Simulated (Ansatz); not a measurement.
# TiO2 (P4_2/mnm): scan of the energy under strain, by script

What does a strain cost in TiO2 (P4_2/mnm)? Aim: a scan of the energy under strain, for TiO2 (P4_2/mnm), run from a script.

Program: Ansatz 0.2.0 through its Python package. Level of theory: DFT PBE, plane waves, PAW. These are calculated values, not measurements.

**1. The system**

Symmetry: P4_2/mnm, No. 136, tetragonal system. Conventional cell: a = 4.592 Å, b = 4.592 Å, c = 2.957 Å, α = 90.00°, β = 90.00°, γ = 90.00°. Ti (site symmetry mmm) is surrounded by 6 O at 1.95 to 1.98 Å. O (site symmetry m2m) is surrounded by 3 Ti at 1.95 to 1.98 Å.

No structure file is read: the coordinates are typed or built in the script.

**2. The script**

strain_tio2.py reads:

```python
import warnings

import ansatz as az
import matplotlib.pyplot as plt
import numpy as np

VECTORS = np.array([
    [4.5922, 0.0, 0.0],
    [0.0, 4.5922, 0.0],
    [0.0, 0.0, 2.9574],
])
SITES = [
    ("Ti", [0.0, 0.0, 0.0]),
    ("Ti", [0.5, 0.5, 0.5]),
    ("O", [0.30496, 0.30496, 0.0]),
    ("O", [0.19504, 0.80496, 0.5]),
    ("O", [0.69504, 0.69504, 0.0]),
    ("O", [0.80496, 0.19504, 0.5]),
]


def crystal_on(cell):
    crystal = az.Crystal(lattice=az.Lattice.of(cell))
    for symbol, position in SITES:
        crystal = crystal.atom(symbol, position)
    return crystal

warnings.simplefilter("ignore", az.DeckWarning)

values = np.linspace(-0.01, 0.01, 7)
energies = []
for d in values:
    strain = np.array([[0, d / 2, 0], [d / 2, 0, 0], [0, 0, 0]])
    cell = VECTORS @ (np.eye(3) + strain)
    base = crystal_on(cell).calculation()
    base = base.functional("PBE")
    base = base.occupations("gaussian", width=0.05)
    base = base.basis(520)
    base = base.kpoints(4, 4, 6)
    rep = base.run().report
    energies.append(rep["free_energy_ev"] / len(SITES))
    print(f"d = {d:+.4f}  F = {energies[-1]:.5f} eV/atom")
energies = np.array(energies)

for value, e in zip(values, energies):
    print(f"strain {value:7.3f}   E - Emin = {1000 * (e - energies.min()):9.3f} meV/atom")
plt.figure(figsize=(4.5, 3))
plt.plot(values, 1000 * (energies - energies.min()), "o-")
plt.xlabel("strain")
plt.ylabel("meV/atom")
plt.tight_layout()
plt.savefig("strain.png", dpi=100)
curvature = 2 * np.polyfit(values, energies, 3)[1]
volume = abs(np.linalg.det(VECTORS)) / len(SITES)
print(f"d2E/dd2 over the volume: {curvature / volume * 160.21766:.1f} GPa")
```

**3. The run**

Command:

```sh
$ python strain_tio2.py
```

**Question.** How much energy does this shear strain cost, and what curvature follows?

The runs gave:

```
                  quantity          value
curvature under the strain      232.3 GPa
             runs compared              7
           range of energy  0.75 meV/atom
      lowest point, strain          0.000
```

What this shows: Against the unstrained cell the energy per atom changes by +0.75 meV at one end of the scan and +0.75 meV at the other, and its second derivative over the volume is 232.3 GPa. Reading the output:
- No spin polarisation was allowed.
- The curvature belongs to this strain pattern and to the cell's stress; it equals a single elastic constant only for simple patterns.
- The ions keep their fractional positions (clamped ions).
